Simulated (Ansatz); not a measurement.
Predict the output of the script below (the Ansatz DFT code, driven from Python).

`bend_ch5fges.py`
```python
"""Bending curve of CH5FGeS."""

import warnings

import ansatz as az
from ase import Atoms


def main() -> None:
    warnings.simplefilter("ignore", az.DeckWarning)

    atoms = Atoms(["C", "S", "Ge", "F", "H", "H", "H", "H", "H"], positions=[
        (-0.04, 1.4327, -0.313),
        (-1.1612, 0.4424, 0.7217),
        (-0.0169, -1.4046, 0.3245),
        (-0.6321, -2.7372, 1.2075),
        (-0.0988, 1.0956, -1.3872),
        (-0.4688, 2.5355, -0.315),
        (0.9772, 1.4732, 0.0702),
        (1.5139, -1.1854, 0.8127),
        (0.0151, -1.6984, -1.1384),
    ])

    # relax first, so that the scan starts from a minimum
    first = (
        az.Crystal.molecule_from_ase(atoms).calculation()
        .basis(gaussian="def2-SVP")
        .functional("hf")
        .relax(force_tolerance=0.02, max_steps=80)
    )
    atoms.positions = first.run().report["positions_ang"]

    rows = []
    for angle in [85, 95, 105, 115, 125, 140, 160]:
        bent = atoms.copy()
        bent.set_angle(0, 1, 2, angle, indices=[2, 3, 7, 8])
        base = az.Crystal.molecule_from_ase(bent).calculation().basis(gaussian="def2-SVP").functional("hf")
        rows.append((angle, base.run().report["free_energy_ev"]))
    floor = min(e for _, e in rows)
    for angle, e in rows:
        print(f"angle C0-S1-Ge2 = {angle:3d} deg   {1000 * (e - floor):9.1f} meV")


if __name__ == "__main__":
    main()
```

Output of `python bend_ch5fges.py`:
```text
angle C0-S1-Ge2 =  85 deg       176.6 meV
angle C0-S1-Ge2 =  95 deg         0.1 meV
angle C0-S1-Ge2 = 105 deg         0.0 meV
angle C0-S1-Ge2 = 115 deg       131.6 meV
angle C0-S1-Ge2 = 125 deg       369.3 meV
angle C0-S1-Ge2 = 140 deg       869.8 meV
angle C0-S1-Ge2 = 160 deg      1611.0 meV
```

The scan is rigid, and the energies are electronic, in a modest basis. The zero is the lowest point of the grid, which needn't be the minimum. The whole script took 17 s on 1 thread of Intel(R) Xeon(R) 6975P-C (Granite Rapids), on a shared host, peak memory 0.3 GiB.
